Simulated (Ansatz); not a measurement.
# ClGeH3: molecular dynamics

Aim: follow the molecule's vibrations and see whether its bonds hold. The start is relaxed first. Runs: 500 steps of 0.5 fs under a Nosé-Hoover thermostat at 3000 K. SMILES of the start: [Cl][GeH3].

All numbers below are computed with Ansatz 0.2.0 (RKS PBE0-D4/def2-SVP).

## Step 1: The starting structure

Bond lengths: Ge1–H2 1.550 Å, Ge1–Cl3 2.220 Å, Ge1–H4 1.549 Å, Ge1–H5 1.549 Å. Angles: H2–Ge1–Cl3 109.5°, H2–Ge1–H4 109.5°, H2–Ge1–H5 109.5°, Cl3–Ge1–H4 109.5°, Cl3–Ge1–H5 109.5°, H4–Ge1–H5 109.5°.

Coordinates:

```xyz
5

Ge    0.0000    0.0000    0.0000
H     0.0000    0.0000    1.5500
Cl    2.0935    0.0000   -0.7393
H    -0.7300    1.2648   -0.5162
H    -0.7300   -1.2648   -0.5162
```

## Step 2: Preparing the start

Contents of input.yaml:

```yaml
crystal:
  periodic: [false, false, false]
  atoms:
    - { symbol: Ge, position_ang: [0.0, 0.0, 0.0] }
    - { symbol: H, position_ang: [0.0, 0.0, 1.55] }
    - { symbol: Cl, position_ang: [2.0935, 0.0, -0.7393] }
    - { symbol: H, position_ang: [-0.73, 1.2648, -0.5162] }
    - { symbol: H, position_ang: [-0.73, -1.2648, -0.5162] }
basis:
  gaussian: { orbitals: def2-SVP }
hamiltonian:
  xc: pbe0
  dispersion: d4
relax:
  f_tol: 0.02
  max_steps: 40
```

Started as:

```console
$ ansatz run input.yaml --threads 1 --pin off --max-ram 2048MiB --backend cpu --events-out ev --progress --plain --runs-dir out
```

The runs that follow: Dynamics.

Before running it: what results should come out? Wanted: relaxation of the start; temperature, first and last step; temperature, second half; potential energy, second half; largest change of the conserved energy; bonds formed or broken.

As calculated:

```
                              quantity                            value
               relaxation of the start          4 moves, 0.048 eV lower
                                length              500 steps of 0.5 fs
      temperature, first and last step                  3000 and 3746 K
              temperature, second half  mean 2751 K, from 506 to 5672 K
         potential energy, second half     +249 meV/atom from the start
largest change of the conserved energy                    1.87 meV/atom
                bonds formed or broken                                0
```

What this shows: Against a set 3000 K the second half averages 2751 K with a spread of 1130 K. The conserved energy strays from its start by at most 1.87 meV/atom, 1.1 % of the mean kinetic energy, so a step of 0.5 fs is short enough over this time. The bonding pattern survives the run. Averages from a run of 250 fs with 5 atoms are rough. The nuclei move classically, without zero-point motion, which matters most for hydrogen.
